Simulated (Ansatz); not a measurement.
# Cl2H2NSSi: the cost of one run

Program: the Python package of Ansatz 0.2.0. Level of theory: MP2/6-31G*. These are calculated values, not measurements.

## Step 1: Starting point

Bond lengths: N1–Si2 1.652 Å, Si2–S3 2.080 Å, Si2–Cl4 1.959 Å, Si2–Cl5 2.045 Å, N1–H6 0.988 Å, N1–H7 1.023 Å. Angles: N1–Si2–S3 101.0°, N1–Si2–Cl4 113.7°, N1–Si2–Cl5 110.8°, S3–Si2–Cl4 111.6°, S3–Si2–Cl5 112.5°, Cl4–Si2–Cl5 107.4°, Si2–N1–H6 111.4°, Si2–N1–H7 107.6°, H6–N1–H7 104.3°.

No structure file is read: the coordinates are typed or built in the script.

## Step 2: The code

Contents of run_spin.py:

```python
"""Vertical spin-state energies of Cl2H2NSSi."""

from dataclasses import dataclass

import ansatz
from ase import Atoms


@dataclass(frozen=True)
class Settings:
    basis_set: str = "6-31G*"
    level: str = "MP2"


cfg = Settings()

atoms = Atoms(["N", "Si", "S", "Cl", "Cl", "H", "H"], positions=[
    (-0.1583, 1.0951, 0.1935),
    (0.0053, -0.4589, -0.3412),
    (0.5905, -1.4206, 1.4084),
    (-1.6481, -1.2211, -1.0641),
    (1.4245, -0.5744, -1.8097),
    (0.6778, 1.425, 0.6025),
    (-0.8304, 1.0869, 0.9649),
])
cl2h2nssi = ansatz.Crystal.molecule_from_ase(atoms)

job = (
    cl2h2nssi.calculation()
    .basis(gaussian=cfg.basis_set)
    .correlation(cfg.level)
)
found = {}
for unpaired in [1, 3]:
    summary = job.spin("collinear", total=unpaired).run(threads=1).report
    s = unpaired / 2
    found[unpaired] = summary["free_energy_ev"]
    print(f"2S+1 = {unpaired + 1}: E = {found[unpaired]:.5f} eV, <S^2> = {abs(summary['mean_field']['state']['spin_squared']):.3f} (pure state {s * (s + 1):.2f})")
lowest = min(found, key=found.get)
for unpaired, e in found.items():
    print(f"multiplicity {unpaired + 1}: {96.485332 * (e - found[lowest]):.1f} kJ/mol above the lowest")
```

## Step 3: The input behind the calls

The engine receives this input (first run):

```yaml
crystal:
  periodic: [false, false, false]
  atoms:
    - { symbol: "N", position_ang: [-0.1583, 1.0951, 0.1935] }
    - { symbol: Si, position_ang: [0.0053, -0.4589, -0.3412] }
    - { symbol: S, position_ang: [0.5905, -1.4206, 1.4084] }
    - { symbol: Cl, position_ang: [-1.6481, -1.2211, -1.0641] }
    - { symbol: Cl, position_ang: [1.4245, -0.5744, -1.8097] }
    - { symbol: H, position_ang: [0.6778, 1.425, 0.6025] }
    - { symbol: H, position_ang: [-0.8304, 1.0869, 0.9649] }
basis:
  gaussian:
    orbitals: "6-31G*"
magnetization:
  spin_polarized: true
  initial_magnetization: 1.0
correlation:
  method: mp2
```

## Step 4: The run

The run is started by

```sh
> python run_spin.py
```

Q: Estimate wall time and peak memory on 1 thread of Arm Neoverse V1, shared host.

About 19 s, with a peak of 0.39 GiB.
